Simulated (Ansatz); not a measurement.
# GeH3− (triplet): energies up the ladder

Wanted for GeH3− (triplet): energies up the ladder. Charge -1. Spin multiplicity 3.

Program: Ansatz 0.2.0. Level of theory: the levels named in each step. These are calculated values, not measurements.

## (1) The starting structure

Bond lengths: Ge1–H2 1.541 Å, Ge1–H3 1.541 Å, Ge1–H4 1.541 Å. Angles: H2–Ge1–H3 102.5°, H2–Ge1–H4 102.5°, H3–Ge1–H4 102.5°.

Coordinates:

```xyz
4

Ge    0.0002   -0.0003    0.0267
H    -0.8290   -1.1098   -0.6480
H    -0.5592    1.2787   -0.6253
H     1.3745   -0.1490   -0.6538
```

## (2) A rough first relaxation, PBE-D4/def2-SVPD

input.yaml reads:

```yaml
crystal:
  periodic: [false, false, false]
  atoms:
    - { symbol: Ge, position_ang: [0.00019, -0.00027, 0.02674] }
    - { symbol: H, position_ang: [-0.829, -1.10983, -0.64799] }
    - { symbol: H, position_ang: [-0.55924, 1.27872, -0.62528] }
    - { symbol: H, position_ang: [1.37447, -0.14902, -0.65383] }
magnetization:
  spin_polarized: true
  initial_magnetization: 2
total_charge: -1
basis:
  gaussian: { orbitals: def2-SVPD }
hamiltonian:
  xc: pbe
  dispersion: d4
relax:
  f_tol: 0.03
  max_steps: 200
```

Started as:

```
$ ansatz run input.yaml --threads 2 --pin off --max-ram 5120MiB --backend cpu --events-out ev --progress --plain --runs-dir out
```

After this run come: Relaxation, PBE0-D4/def2-TZVPPD; Frequencies, PBE0-D4/def2-TZVPPD; Single point, PBE-D4/def2-TZVPPD; Single point, r2SCAN-D4/def2-TZVPPD; Single point, B3LYP-D4/def2-TZVPPD; Single point, wB97M-V/def2-TZVPPD; Single point, B2PLYP/def2-TZVPPD; Single point, LDA/def2-TZVPPD; Single point, PBE0-D4/def2-SVPD; Single point, PBE-D4/def2-SVPD; Single point, CCSD(T)/def2-TZVPPD; Single point, CCSD(T)/def2-QZVPPD.

What does the calculation give? Wanted: Ge1–H2 at PBE0-D4/def2-TZVPPD; Ge1–H3 at PBE0-D4/def2-TZVPPD; frequencies at PBE0-D4/def2-TZVPPD; energy at CCSD(T)/CBS.

As calculated:

```
                          quantity             value
     Ge1–H2 at PBE0-D4/def2-TZVPPD           1.737 Å
     Ge1–H3 at PBE0-D4/def2-TZVPPD           1.737 Å
frequencies at PBE0-D4/def2-TZVPPD  591 to 1872 cm⁻¹
             energy at CCSD(T)/CBS     -56539.460 eV
```

In words: No mode is imaginary, so the geometry is a minimum. These totals serve in differences with atoms or fragments at the same level; alone they don't rank the methods.
